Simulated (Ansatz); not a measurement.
# SiClF₂ radical: up Jacob's ladder to CCSD(T)

An exercise on one series of results from a longer session: the logs are not shown, and one member is left open.

Program: Ansatz 0.2.0, Gaussian basis. Level of theory: functionals in def2-TZVPP, the program's frozen cores in correlated methods. These are calculated values, not measurements.

Plan: LDA (SPW92), PBE-D4, revPBE-D4, BLYP-D4, r2SCAN-D4, B97M-V, PBE0-D4, B3LYP-D4, r2SCANh-D4, r2SCAN0-D4, HSE06-D4, BHLYP-D4, CAM-B3LYP-D4, LC-ωPBE, ωB97X-V, ωB97M-V, B2PLYP, PBE-QIDH; CCSD(T)/def2-SVP; CCSD(T)/def2-TZVPP; MP2/def2-QZVPP; extrapolation to the limit; RPA on PBE.

**The geometry**

An earlier PBE0-D4 in a triple-zeta def2 set relaxation fixed the geometry.

SMILES `F[Si](F)Cl`, 4 atoms, charge 0, spin multiplicity 2.

Atoms are counted from 1 here; the program's logs count them from 0.

Bond lengths: F1–Si2 1.585 Å, Si2–F3 1.585 Å, Si2–Cl4 2.036 Å. Angles: F1–Si2–F3 107.0°, F1–Si2–Cl4 108.9°, F3–Si2–Cl4 108.9°.

Set-up of the first run:

File in.yaml:

```yaml
crystal:
  periodic: [false, false, false]
  atoms:
    - {symbol: F, position_ang: [1.308150, 0.128960, 0.798038]}
    - {symbol: Si, position_ang: [0.221247, -0.316488, -0.265662]}
    - {symbol: F, position_ang: [-0.871824, -1.157375, 0.514943]}
    - {symbol: Cl, position_ang: [-0.657583, 1.344904, -1.047309]}
basis:
  gaussian: {orbitals: def2-TZVPP}
magnetization: {spin_polarized: true, initial_magnetization: 1}
hamiltonian: {xc: lda}
output: {orbitals: {seedname: orbitals}}
```

Steps of the session up to this table: LDA; PBE-D4 (GGA); revPBE-D4 (GGA); BLYP-D4 (GGA); r2SCAN-D4 (meta-GGA); B97M-V (meta-GGA); PBE0-D4 (hybrid); B3LYP-D4 (hybrid); r2SCANh-D4 (hybrid); r2SCAN0-D4 (hybrid); HSE06-D4 (hybrid); BHLYP-D4 (hybrid); CAM-B3LYP-D4 (range-separated); LC-ωPBE-D4 (range-separated; the results give it without D4); ωB97X-V (range-separated); ωB97M-V (range-separated); B2PLYP (double hybrid); PBE-QIDH (double hybrid).

One of the session's tables, all rows but one given; the rest of the session is left out.

It belongs to the step «Frontier levels by functional». 

| functional | HOMO (eV) | LUMO (eV) | gap (eV) |
| --- | --- | --- | --- |
| LDA (SPW92) | -6.20 | -4.77 | 1.43 |
| PBE-D4 | -6.20 | -4.27 | 1.93 |
| revPBE-D4 | -6.16 | -4.07 | 2.09 |
| BLYP-D4 | -6.01 | -4.34 | 1.66 |
| r2SCAN-D4 | -6.62 | -3.73 | 2.89 |
| B97M-V | -6.26 | -4.52 | 1.73 |
| PBE0-D4 | -7.54 | -3.33 | 4.20 |
| B3LYP-D4 | -7.24 | -3.79 | 3.45 |
| r2SCANh-D4 | -7.11 | -3.44 | 3.66 |
| r2SCAN0-D4 | ? | ? | ? |
| HSE06-D4 | -7.13 | -3.72 | 3.41 |
| BHLYP-D4 | -8.70 | -2.58 | 6.12 |
| CAM-B3LYP-D4 | -8.83 | -2.51 | 6.32 |
| LC-ωPBE | -10.27 | -0.93 | 9.34 |
| ωB97X-V | -9.73 | -1.58 | 8.15 |
| ωB97M-V | -9.31 | -1.73 | 7.58 |

Estimate the missing values for r2SCAN0-D4.

Worked estimate for «HOMO (eV)». Against the share of exact exchange, r2SCAN-D4 (0, -6.62), r2SCANh-D4 (0.1, -7.11) give a slope of -4.90 per unit share; at 0.25 the line stands at -7.84.

The run gave: HOMO (eV): -7.83; LUMO (eV): -3.02; gap (eV): 4.82. In «HOMO (eV)» the line misses by -0.01.
